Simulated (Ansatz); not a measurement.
# ZnTe3O: the cost of one run

Method: DFT PBE, scalar-relativistic, plane waves, PAW, in Ansatz 0.2.0.

**1. The system as given**

The structure is tetragonal, space group P4mm (No. 99). The conventional cell has a = 4.701 Å, b = 4.701 Å, c = 4.722 Å, α = 90.00°, β = 90.00°, γ = 90.00°. Around Zn (site symmetry 4mm) lie 6 Te at 2.20 to 2.52 Å. Around Te (site symmetry 4mm) lie 2 Zn at 2.20 to 2.52 Å. Te (site symmetry 2mm) is surrounded by 2 Zn at 2.36 Å. O (site symmetry 4mm) is surrounded by 12 Te at 3.28 to 3.38 Å.

As a file:

```cif
data_structure
_symmetry_space_group_name_H-M 'P4mm'
_symmetry_Int_Tables_number 99
_cell_length_a 4.7008
_cell_length_b 4.7008
_cell_length_c 4.7222
_cell_angle_alpha 90.000
_cell_angle_beta 90.000
_cell_angle_gamma 90.000
_cell_volume 104.35
loop_
_atom_site_label
_atom_site_type_symbol
_atom_site_symmetry_multiplicity
_atom_site_Wyckoff_symbol
_atom_site_fract_x
_atom_site_fract_y
_atom_site_fract_z
_atom_site_occupancy
Zn1 Zn 1 b 0.50000 0.50000 0.48200 1
Te1 Te 1 b 0.50000 0.50000 0.01600 1
Te2 Te 2 c 0.50000 0.00000 0.51500 1
O1 O 1 a 0.00000 0.00000 0.00000 1
```

Recipe of the guess: species swapped into a database cell of BaTiO3 (P4mm, No. 99), with O on the Ba sites, Zn on the Ti sites and Te on the O sites. Its size is a rough estimate.

**2. Probe: one point on a coarse mesh**

input.yaml reads:

```yaml
crystal:
  lattice:
    - [4.70084503, 0.0, 0.0]
    - [0.0, 4.70084503, 0.0]
    - [0.0, 0.0, 4.72223513]
  atoms:
    - { symbol: Zn, position: [0.5, 0.5, 0.48199999] }
    - { symbol: Te, position: [0.5, 0.5, 0.016] }
    - { symbol: Te, position: [0.5, 0.0, 0.51499999] }
    - { symbol: Te, position: [0.0, 0.5, 0.51499999] }
    - { symbol: O, position: [0.0, 0.0, 0.0] }
basis:
  ecutwfc: 420
kpoints:
  mp_grid: { grid: [4, 4, 4] }
hamiltonian:
  xc: pbe
scf:
  occupations: { method: gaussian, width: 0.1 }
  lower_state_search: "off"
output:
  forces: true
  stress: true
  eigenvalues: true
```

Command:

```bash
$ ansatz run input.yaml --threads 1 --pin off --max-ram 2560MiB --backend cpu --events-out ev --progress --plain --runs-dir out
```

**Question.** How long does this run take on 1 thread of Intel Xeon Platinum 8259CL at 2.50GHz (Skylake/Cascade Lake), shared host, and how much memory does it need?

About 8.5 s, with a peak of 0.41 GiB.
